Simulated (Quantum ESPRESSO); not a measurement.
Crystal: WAu.

```
W Au
1.0
     0.00000    2.90921    2.90921
     2.90921    0.00000    2.90921
     2.90921    2.90921    0.00000
W Au
1 1
Direct
  0.00000 0.00000 0.00000
  0.75000 0.75000 0.75000
```

The cell was built by a generator and needn't be a form met in nature.

* Program: Quantum ESPRESSO 7.5
* Task: single point
* Functional: PBE
* Potentials or basis: SSSP 1.3 efficiency PBE
* Cutoff: 816 eV
* Density cutoff: 5987 eV
* k mesh: 8 × 8 × 8
* Occupations: fermi-dirac, width 0.05 eV
* Spin: no spin polarisation

On this cell: pressure -0.1 GPa; largest force zero by symmetry; band gap on the k mesh none (metal or under the smearing width).

The same run follows on a disturbed copy (atoms moved at random, drawn with an rms of 0.05 Å):

```
CELL_PARAMETERS angstrom
0.00000 2.90921 2.90921
2.90921 0.00000 2.90921
2.90921 2.90921 0.00000
ATOMIC_POSITIONS crystal
W 0.99667 0.98627 0.99914
Au 0.74852 0.75552 0.74640
```

Question: What changes?

Answer: The energy (extrapolated to zero smearing) moves by +18.5 meV/atom; pressure 0.3 GPa; largest force 0.955 eV/Å; band gap on the k mesh none (metal or under the smearing width).

Forces on the atoms (eV/Å):
```
W    0.588  0.055  0.751
Au  -0.588 -0.055 -0.751
```

Stress tensor (GPa, compression positive):
```
0.28 3.06 0.21
3.06 0.41 2.39
0.21 2.39 0.20
```
